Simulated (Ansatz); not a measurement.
**C₃H₇BO: a ladder of functionals and wavefunction methods**

The task here is to estimate one member of a computed series from the others.

Computed with Ansatz 0.2.0, Gaussian basis. Level: functionals in def2-TZVPP, the program's frozen cores in correlated methods.

The runs, in order: PBE-D4, r2SCAN-D4, PBE0-D4, B3LYP-D4, ωB97X-V, ωB97M-V, B2PLYP; CCSD(T)/def2-TZVPP; MP2/def2-QZVPP; extrapolation to the limit.

**The relaxed structure**

An earlier PBE0-D4 in a triple-zeta def2 set relaxation fixed the geometry.

SMILES `CBC(C)=O`, 12 atoms, charge 0, spin multiplicity 1.

Atoms are counted from 1 here; the program's logs count them from 0.

Bond lengths: C1–B2 1.556 Å, C1–H6 1.101 Å, C1–H7 1.093 Å, C1–H8 1.091 Å, B2–C3 1.562 Å, B2–H9 1.199 Å, C3–C4 1.490 Å, C3–O5 1.223 Å, C4–H10 1.095 Å, C4–H11 1.091 Å, C4–H12 1.095 Å. Angles: B2–C1–H6 106.2°, B2–C1–H7 112.6°, B2–C1–H8 115.0°, H6–C1–H7 105.4°, H6–C1–H8 107.5°, H7–C1–H8 109.5°, C1–B2–C3 122.0°, C1–B2–H9 121.2°, C3–B2–H9 116.5°, B2–C3–C4 131.9°, B2–C3–O5 105.0°, C4–C3–O5 123.0°, C3–C4–H10 109.4°, C3–C4–H11 111.0°, C3–C4–H12 109.5°, H10–C4–H11 110.1°, H10–C4–H12 106.6°, H11–C4–H12 110.1°.

Set-up of the first run:

File in.yaml:

```yaml
crystal:
  periodic: [false, false, false]
  atoms:
    - {symbol: C, position_ang: [-1.207882, 1.346495, -0.574390]}
    - {symbol: B, position_ang: [-0.755380, -0.141516, -0.601427]}
    - {symbol: C, position_ang: [0.144659, -0.754620, 0.518851]}
    - {symbol: C, position_ang: [1.622924, -0.894212, 0.643706]}
    - {symbol: O, position_ang: [-0.636914, -1.148530, 1.373130]}
    - {symbol: H, position_ang: [-0.677306, 1.843859, -1.400767]}
    - {symbol: H, position_ang: [-2.270674, 1.466678, -0.798307]}
    - {symbol: H, position_ang: [-0.965277, 1.885834, 0.342516]}
    - {symbol: H, position_ang: [-1.164278, -0.900480, -1.434189]}
    - {symbol: H, position_ang: [2.006715, -1.469656, -0.204597]}
    - {symbol: H, position_ang: [1.890866, -1.383610, 1.580967]}
    - {symbol: H, position_ang: [2.089546, 0.094459, 0.588508]}
basis:
  gaussian: {orbitals: def2-TZVPP}
hamiltonian: {xc: pbe, dispersion: d4}
output: {forces: true, orbitals: {seedname: orbitals}}
```

Launch:

```sh
$ ansatz run in.yaml --threads 4 --pin off --events-out ev --progress --plain --max-ram 10444MiB
```

Steps of the session up to this table: PBE-D4 (GGA); r2SCAN-D4 (meta-GGA); PBE0-D4 (hybrid); B3LYP-D4 (hybrid); ωB97X-V (range-separated); ωB97M-V (range-separated); B2PLYP (double hybrid); CCSD(T) in def2-TZVPP; MP2 in def2-QZVPP.

One table of the session follows, with a row left open; its other results are not shown here.

| method | atoms, summed (eV) | atomisation energy (kcal/mol) |
| --- | --- | --- |
| PBE-D4 | -5891.400 | 1184.8 |
| r2SCAN-D4 | -5896.534 | 1162.0 |
| PBE0-D4 | -5892.905 | 1162.6 |
| B3LYP-D4 | -5900.890 | 1157.9 |
| ωB97X-V | -5898.488 | 1155.5 |
| ωB97M-V | -5897.381 | 1158.2 |
| B2PLYP | -5895.585 | 1146.4 |
| HF/def2-TZVPP | ? | ? |
| MP2/def2-TZVPP | -5886.029 | 1144.3 |
| CCSD/def2-TZVPP | -5888.712 | 1108.3 |
| CCSD(T)/def2-TZVPP | -5888.990 | 1124.8 |
| MP2/CBS | -5887.935 | 1169.7 |
| CCSD(T)/CBS | -5890.897 | 1150.2 |

**Question.** Estimate the row for HF/def2-TZVPP.

**Answer.** atoms, summed (eV): -5875.593; atomisation energy (kcal/mol): 861.5. In the column «atoms, summed (eV)» it is the highest.

Limits of these values: Free atoms (3 C, 1 B, 1 O, 7 H) were run apart at each level; the atomisation energy is their sum less the molecule, without zero-point or spin-orbit terms.
